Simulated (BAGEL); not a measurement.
# B2H3BrO (SMILES BOBBr): HF/3-21G (density fitting with qzvpp-jkfit)

Aim: the energy change on altering one bond length of B2H3BrO at HF/3-21G (density fitting with qzvpp-jkfit), from 2 runs. 

Program for the calculation: BAGEL 1.2.2.

8 further runs of the same task are left out: 6 that didn't finish, 2 set aside as unsound or not needed. Runs told in other sessions of the task aren't counted.

## Step 1: Starting point

B2H3BrO has 7 atoms, charge 0, and is taken as a singlet. As SMILES, `BOBBr`. The shape is that of a GFN2-xTB optimisation. This is one conformer, not always the lowest.

Bond lengths: B1–O2 1.304 Å, O2–B3 1.292 Å, B3–Br4 1.896 Å, B1–H5 1.176 Å, B1–H6 1.176 Å, B3–H7 1.177 Å. Angles: B1–O2–B3 176.7°, O2–B3–Br4 118.9°, O2–B1–H5 118.8°, O2–B1–H6 119.0°, O2–B3–H7 122.5°, Br4–B3–H7 118.6°, H5–B1–H6 122.2°.

## Step 2: The energy at HF/3-21G (density fitting with qzvpp-jkfit)

input.json reads:

```json
{ "bagel" : [

{
  "title" : "molecule",
  "basis" : "3-21g",
  "df_basis" : "qzvpp-jkfit",
  "angstrom" : true,
  "geometry" : [
    { "atom" : "B", "xyz" : [      -0.183650,       1.345300,       0.024420 ] },
    { "atom" : "O", "xyz" : [       0.052300,       0.070270,      -0.116360 ] },
    { "atom" : "B", "xyz" : [       0.254090,      -1.203360,      -0.189940 ] },
    { "atom" : "Br", "xyz" : [      -0.363800,      -2.312670,       1.217990 ] },
    { "atom" : "H", "xyz" : [       0.617310,       2.013940,       0.567060 ] },
    { "atom" : "H", "xyz" : [      -1.184990,       1.789900,      -0.404030 ] },
    { "atom" : "H", "xyz" : [       0.808730,      -1.703390,      -1.099150 ] }
  ]
},

{ "title" : "hf" },

{ "title" : "print", "file" : "orbitals.molden", "orbitals" : true }

]}
```

On the command line:

```console
$ BAGEL_NUM_THREADS=1 BAGEL input.json > input.out
```

Standard output:

```text
* using 1 threads per process

  ===============================================================
  ===============================================================

  *** Geometry ***

  { "atom" : "B", "xyz" : [     -0.347048,      2.542249,      0.046147 ] },
  { "atom" : "O", "xyz" : [      0.098833,      0.132791,     -0.219889 ] },
  { "atom" : "B", "xyz" : [      0.480161,     -2.274021,     -0.358935 ] },
  { "atom" : "Br", "xyz" : [     -0.687482,     -4.370313,      2.301668 ] },
  { "atom" : "H", "xyz" : [      1.166547,      3.805795,      1.071588 ] },
  { "atom" : "H", "xyz" : [     -2.239307,      3.382421,     -0.763506 ] },
  { "atom" : "H", "xyz" : [      1.528278,     -3.218941,     -2.077092 ] },

  Number of auxiliary basis functions:      547

  Since a DF basis is specified, we compute 2- and 3-index integrals:
    o Being stored without compression. Storage requirement is 0.013 GB

  Number of basis functions:       55
  Number of electrons      :       56

    * METHOD: MOLECULE                             0.24

  *** RHF ***

  === Nuclear Repulsion ===
   194.9871745333

      * DIIS with orbital gradients will be used.

  === RHF iteration (3-21g) ===
      0      -2685.33973493          0.01924332           0.06
      1      -2685.40894963          0.01139091           0.06
      2      -2685.43024857          0.00151674           0.05
      3      -2685.43108263          0.00030765           0.06
      4      -2685.43112934          0.00005748           0.06
      5      -2685.43113210          0.00001431           0.06
      6      -2685.43113228          0.00000399           0.06
      7      -2685.43113230          0.00000084           0.06
      8      -2685.43113230          0.00000024           0.05
      9      -2685.43113230          0.00000009           0.05
     10      -2685.43113230          0.00000003           0.06
     11      -2685.43113230          0.00000001           0.05
    * SCF iteration converged.

    * Permanent dipole moment:
           (   -0.164518,    -0.455577,     0.413033) a.u.

    * METHOD: HF                                   0.85

    * METHOD: PRINT                                0.01

  ===============================================================
```

Wall time 1.2 s (1 thread of Arm Neoverse V1, shared host); peak memory 0.099 GiB.

## Step 3: The distorted shape

input.json reads:

```json
{ "bagel": [

{
  "title": "molecule",
  "basis": "3-21g",
  "df_basis": "qzvpp-jkfit",
  "angstrom": true,
  "geometry": [
    { "atom": "B", "xyz": [      -0.849239,       1.945355,       1.115507 ] },
    { "atom": "O", "xyz": [      -0.613289,       0.670325,       0.974727 ] },
    { "atom": "B", "xyz": [      -0.411499,      -0.603305,       0.901147 ] },
    { "atom": "Br", "xyz": [      -1.029389,      -1.712615,       2.309077 ] },
    { "atom": "H", "xyz": [      -0.048279,       2.613995,       1.658147 ] },
    { "atom": "H", "xyz": [      -1.850579,       2.389955,       0.687057 ] },
    { "atom": "H", "xyz": [       0.808730,      -1.703390,      -1.099150 ] }
  ]
},

{
  "title": "hf"
},

{
  "title": "print",
  "file": "orbitals.molden",
  "orbitals": true
}

]}
```

On the command line:

```console
$ BAGEL_NUM_THREADS=1 BAGEL input.json > input.out
```

Standard output:

```text
* using 1 threads per process

  ===============================================================
  ===============================================================

  *** Geometry ***

  { "atom" : "B", "xyz" : [     -1.604829,      3.676188,      2.108003 ] },
  { "atom" : "O", "xyz" : [     -1.158948,      1.266731,      1.841967 ] },
  { "atom" : "B", "xyz" : [     -0.777620,     -1.140081,      1.702921 ] },
  { "atom" : "Br", "xyz" : [     -1.945263,     -3.236373,      4.363523 ] },
  { "atom" : "H", "xyz" : [     -0.091234,      4.939735,      3.133444 ] },
  { "atom" : "H", "xyz" : [     -3.497087,      4.516360,      1.298350 ] },
  { "atom" : "H", "xyz" : [      1.528278,     -3.218941,     -2.077092 ] },

  Number of auxiliary basis functions:      547

  Since a DF basis is specified, we compute 2- and 3-index integrals:
    o Being stored without compression. Storage requirement is 0.013 GB

  Number of basis functions:       55
  Number of electrons      :       56

    * METHOD: MOLECULE                             0.24

  *** RHF ***

  === Nuclear Repulsion ===
   190.6115331390

      * DIIS with orbital gradients will be used.

  === RHF iteration (3-21g) ===
      0      -2685.13155455          0.01946829           0.06
      1      -2685.21169784          0.01148815           0.05
      2      -2685.23602732          0.00151202           0.05
      3      -2685.23696976          0.00042862           0.05
      4      -2685.23704226          0.00009688           0.05
      5      -2685.23704875          0.00002452           0.05
      6      -2685.23704926          0.00000643           0.05
      7      -2685.23704929          0.00000165           0.05
      8      -2685.23704929          0.00000043           0.06
      9      -2685.23704929          0.00000017           0.05
     10      -2685.23704929          0.00000006           0.06
     11      -2685.23704929          0.00000001           0.06
     12      -2685.23704929          0.00000000           0.05
    * SCF iteration converged.

    * Permanent dipole moment:
           (    0.327314,    -0.822767,    -0.412012) a.u.

    * METHOD: HF                                   0.88

    * METHOD: PRINT                                0.01

  ===============================================================
```

It took 1.3 s on 1 thread of Arm Neoverse V1, shared host; peak memory 0.099 GiB.

## Step 4: What came out

At HF/3-21G (density fitting with qzvpp-jkfit):

```
                                                         quantity           value
                                        first shape: total energy  -2685.43113 Eh
                                       first shape: dipole moment          1.62 D
                                         first shape: HOMO energy       -11.12 eV
                                         first shape: LUMO energy         3.13 eV
                                       first shape: HOMO–LUMO gap        14.24 eV
                                    distorted shape: total energy  -2685.23705 Eh
                                   distorted shape: dipole moment          2.48 D
                                     distorted shape: HOMO energy        -8.47 eV
                                     distorted shape: LUMO energy         0.64 eV
                                   distorted shape: HOMO–LUMO gap         9.11 eV
energy change with the B3–H7 bond stretched from 1.177 to 2.589 Å        5.281 eV
```

With the B3–H7 bond stretched from 1.177 to 2.589 Å the energy rises by 5.28 eV (122 kcal/mol). The first shape isn't relaxed at this level, so the change isn't measured from a minimum. A restricted reference can't describe the breaking bond well at this length.
